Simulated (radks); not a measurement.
# Rh⁴⁺ in [Ar] 3d10 4s1.5 4p6 4d5 5s0.5: an all-electron calculation

One table from this session's results is given with a row withheld; the runs are named, their logs left out.

Method: Dirac Kohn-Sham, BLYP, spin-unpolarised, spherical densities, finite nucleus; open shells are shared between the two j in proportion to 2j + 1. Code: radks (a radial shooting solver on a logarithmic mesh, Libxc functionals) version 1.

## The system

- element: rhodium (Z = 45)
- charge: +4
- electrons: 41
- configuration: [Ar] 3d10 4s1.5 4p6 4d5 5s0.5
- nuclear rms radius: 4.4945 fm

The first run:

Input:

```text
Z 45
configuration [Ar] 3d10 4s1.5 4p6 4d5 5s0.5
relativity Dirac
functional b88,lyp
spin unpolarised
j_filling average
nucleus finite rms 4.4945 fm
c 137.035999084
```

Started as:

```sh
$ python run_ks.py task.json out
```

The same process makes all the runs of this session.

Among the steps run: Self-consistent calculation.

One of the session's tables, all rows but one given; the rest of the session is left out.

It belongs to the step «Orbitals and density». Radial moments (bohr):

| level | <r> | outermost maximum (interpolated) | 90 % within | nodes |
| --- | --- | --- | --- | --- |
| 1s1/2 | 0.03263 | 0.0212 | 0.0585 | 0 |
| 2s1/2 | 0.1416 | 0.120 | 0.219 | 1 |
| 2p1/2 | 0.1203 | 0.0929 | 0.197 | 0 |
| 2p3/2 | 0.1252 | 0.0970 | 0.203 | 0 |
| 3s1/2 | 0.3904 | 0.352 | 0.576 | 2 |
| 3p1/2 | 0.3829 | 0.338 | 0.578 | 1 |
| 3p3/2 | 0.3937 | 0.348 | 0.593 | 1 |
| 3d3/2 | 0.3680 | 0.289 | 0.585 | 0 |
| 3d5/2 | 0.3715 | 0.292 | 0.590 | 0 |
| 4s1/2 | 0.9607 | 0.875 | 1.39 | 3 |
| 4p1/2 | ? | ? | ? | ? |
| 4p3/2 | 1.052 | 0.939 | 1.54 | 2 |
| 4d3/2 | 1.279 | 1.07 | 1.95 | 1 |
| 4d5/2 | 1.290 | 1.08 | 1.97 | 1 |
| 5s1/2 | 2.276 | 2.10 | 3.24 | 4 |

Estimate the missing values for 4p1/2.

The run gave: <r>: 1.025; outermost maximum (interpolated): 0.916; 90 % within: 1.50; nodes: 2. In the column «<r>» it lies between 4s1/2 (0.9607) and 4p3/2 (1.052).
